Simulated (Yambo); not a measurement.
PtSe2 (Sudovikovite): energy-loss spectrum with PBE

PtSe2 (Sudovikovite):

```xyz
3
Lattice="3.7240 0.0000 0.0000 -1.8620 3.2251 0.0000 0.0000 0.0000 5.0620" Properties=species:S:1:pos:R:3 pbc="T T T"
Pt    0.0000    0.0000    0.0000
Se    1.8620    1.0750    3.7965
Se    0.0000    2.1501    1.2655
```

```yaml
Program: Yambo 5.3.0
Task: energy-loss spectrum
Functional: PBE
Potentials_or_basis: PseudoDojo 0.4.1 SR PBE standard
Cutoff: 1170 eV
Density_cutoff: 4680 eV
k_mesh: 6 × 6 × 4
Occupations: fermi-dirac, width 0.05 eV
Spin: no spin polarisation
k_mesh_of_the_self-consistent_run: 12 × 12 × 6
Broadening: 0.3 eV
Kernel: Hartree (RPA with local fields)
Top_of_the_energy_range: 50 eV
Energy_points: 250
Correction_of_the_levels: none
Bands_in_the_response: 55
Cutoff_of_the_response_matrix: 3 Ry
```

```
Band gap on the k mesh, mean-field level : none (metal or under the smearing width)
Peak of the energy-loss function         : 37.1 eV
```

Energy-loss function at q = [0.0, 0.0, -0.5] (reciprocal lattice):
```csv
energy (eV),loss
0.0,0.000
2.2,0.050
4.4,0.152
6.4,0.157
8.6,0.201
10.8,0.291
13.1,0.357
15.3,0.566
17.5,0.708
19.5,1.005
21.7,1.211
23.9,1.420
26.1,1.197
28.3,0.911
30.5,0.753
32.5,0.674
34.7,0.745
36.9,1.704
39.2,0.152
41.4,0.052
43.6,0.022
45.6,0.014
47.8,0.017
50.0,0.140
```

Run time: 9.2 min on 1 thread of Intel(R) Xeon(R) Platinum 8175M CPU @ 2.50GHz (Skylake/Cascade Lake), with other jobs on the host.

Caveat: the ground state has no gap, which makes the many-body step unreliable; loss spectra need finer meshes, so the fine structure isn't converged. The run has no spin-orbit coupling, so splittings on Pt are missing.
